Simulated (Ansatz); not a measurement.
# InO2+ (triplet): from Hartree-Fock to the top rungs, def2-SVP

Aim: climb from Hartree-Fock through coupled cluster for InO2+ (triplet) at one geometry and basis, and see what each rung misses.

Method: def2-SVP, core rule «outside noble gas», up to 11 orbitals frozen; program: Ansatz 0.2.0, Gaussian basis.

To be run: UHF; CCSD(T) on ROHF; CCSD(T) on UHF; BCCD(T) on ROHF; CISD; CCSDT(Q) on ROHF; CCSDT(Q) on UHF.

28 further runs of the same task are left out: 12 for a known fault of the program, 5 that didn't finish, 11 set aside as unsound or not needed.

### Step 1. What is computed

The geometry is a PBE0/def2-TZVP stationary point (not a proven minimum) of the parent state, kept for this charge and spin. No spin-orbit coupling is included. Elements past krypton take def2 core potentials.

3 atoms, charge 1, spin multiplicity 3.

Atoms are counted from 1 here; the program's logs count them from 0.

Bond lengths: In1–O2 1.862 Å, In1–O3 1.862 Å. Angles: O2–In1–O3 180.0°.

As a file:

```xyz
3
InO2
In    0.0000    0.0000    0.0000
O     0.0000    0.0000   -1.8623
O     0.0000    0.0000    1.8623
```

### Step 2. UHF

Contents of in.yaml:

```yaml
crystal:
  periodic: [false, false, false]
  atoms:
    - {symbol: In, position_ang: [0.000000, 0.000000, 0.000000]}
    - {symbol: O, position_ang: [0.000000, 0.000000, -1.862345]}
    - {symbol: O, position_ang: [0.000000, 0.000000, 1.862345]}
basis:
  gaussian: {orbitals: def2-SVP}
total_charge: 1
magnetization: {spin_polarized: true, initial_magnetization: 2}
hamiltonian: {xc: hf}
output: {orbitals: {seedname: orbitals}}
```

Launch:

```
> ansatz run in.yaml --threads 1 --pin off --events-out ev --progress --plain --max-ram 2393MiB
```

After this run come: CCSD(T) on ROHF; CCSD(T) on UHF; BCCD(T) on ROHF; CISD; CCSDT(Q) on ROHF; CCSDT(Q) on UHF.

Q: Predict the results of all the runs planned. Wanted: UCCSDT(Q) below the RHF energy; RMP2 from UCCSDT(Q); UMP2 from UCCSDT(Q); RCCSD from UCCSDT(Q); RCCSD(T) from UCCSDT(Q); UCCSD(T) from UCCSDT(Q); RCCSDT(Q) from UCCSDT(Q); T1 diagnostic.

The runs gave:

| quantity | value |
| --- | --- |
| UCCSDT(Q) below the RHF energy | -9.9092 eV |
| RMP2 from UCCSDT(Q) | +973.1 meV |
| UMP2 from UCCSDT(Q) | +970.6 meV |
| RCCSD from UCCSDT(Q) | +347.2 meV |
| RCCSD(T) from UCCSDT(Q) | +109.9 meV |
| UCCSD(T) from UCCSDT(Q) | +108.4 meV |
| RCCSDT(Q) from UCCSDT(Q) | +8.5 meV |
| levels within 1 kcal/mol (43 meV) | RCCSDT(Q) |
| T1 diagnostic | 0.029 |

**Reading.** RCCSD(T) lands +109.9 meV from the yardstick (1.1 % of the correlation energy). These misses are within one basis, not against nature; the frozen cores of restricted and unrestricted runs differ, which can shift their rows.
